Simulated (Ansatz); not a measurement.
# HfN2 (singlet): the correlation ladder at a displaced geometry (v2), def2-SVP

One table from this session's results is given with a row withheld; the runs are named, their logs left out.

Computed with Ansatz 0.2.0, Gaussian basis. Level: def2-SVP, core rule «outside noble gas», up to 6 orbitals frozen.

The runs, in order: UHF; CCSD(T) on RHF; CCSD(T) on UHF; CISD; CCSDT(Q) on RHF; CASSCF and MRCISD+Q, 8 electrons in 8 orbitals; CASSCF and NEVPT2, 8 electrons in 8 orbitals.

10 further runs of the same task are left out: 4 that didn't finish, 6 set aside as unsound or not needed. Runs told in other sessions of the task aren't counted.

### What is computed

The geometry is a PBE0/def2-TZVP stationary point (not a proven minimum) with its atoms shifted at random (size 0.100 Å). No spin-orbit coupling is included. Elements past krypton take def2 core potentials.

3 atoms, charge 0, spin multiplicity 1.

Atoms are counted from 1 here; the program's logs count them from 0.

Bond lengths: Hf1–N2 2.103 Å, Hf1–N3 2.095 Å, N2–N3 1.241 Å. Angles: N2–Hf1–N3 34.4°, Hf1–N2–N3 72.5°, Hf1–N3–N2 73.2°.

Set-up of the first run:

The input, in.yaml:

```yaml
crystal:
  periodic: [false, false, false]
  atoms:
    - {symbol: Hf, position_ang: [0.017169, 0.001063, -0.271435]}
    - {symbol: N, position_ang: [-0.147705, 0.612300, 1.733563]}
    - {symbol: N, position_ang: [-0.071085, -0.625850, 1.725383]}
basis:
  gaussian: {orbitals: def2-SVP}
magnetization: {spin_polarized: true, initial_magnetization: 0}
hamiltonian: {xc: hf}
output: {orbitals: {seedname: orbitals}}
```

Started as:

```console
ansatz run in.yaml --threads 1 --pin off --events-out ev --progress --plain --max-ram 2393MiB
```

Among the steps run: UHF; CCSD(T) on RHF; CCSD(T) on UHF; CISD; CCSDT(Q) on RHF; CASSCF and MRCISD+Q, 8 electrons in 8 orbitals; CASSCF and NEVPT2, 8 electrons in 8 orbitals.

One of the session's tables, all rows but one given; the rest of the session is left out.

```
           method  from RCCSDT(Q) (meV)
              RHF              +11905.3
              UHF                     ?
             RMP2                +866.9
             UMP2               +1391.6
            RCCSD                +718.9
            UCCSD                +788.1
         RCCSD(T)                 +93.4
         UCCSD(T)                +171.3
           RCCSDT                 +86.3
        RCCSDT(Q)                     0
  CASSCF frontier               +7740.8
  MRCISD frontier                +946.4
MRCISD+Q frontier                +220.1
```

Estimate the missing values for UHF.

As computed: from RCCSDT(Q) (meV): +11745.3. In the column «from RCCSDT(Q) (meV)» it lies between CASSCF frontier (+7740.8) and RHF (+11905.3).

Not comparable, so not listed: CISD; CASSCF and NEVPT2, 8 electrons in 8 orbitals (they don't share determinant, frozen orbitals or solution with the rows shown, or repeat one).

Limits of these values: The determinant of HF (⟨S²⟩ 0.85) is far from a pure spin state, so its energy mixes those of several spin states; that is harmless only where they are near-degenerate. The determinant of CCSD(T) (⟨S²⟩ 0.79) is far from a pure spin state, so its energy mixes those of several spin states; high orders of coupled cluster remove much of that, low ones don't. Warnings: restricted reference is unstable; spin contamination; large T1 diagnostic. Restricted and unrestricted rows rest on different reference determinants; a gap between their highest levels can come from leftover correlation error, from unlike frozen cores or from another state. Warnings in the runs' records: passed over end.
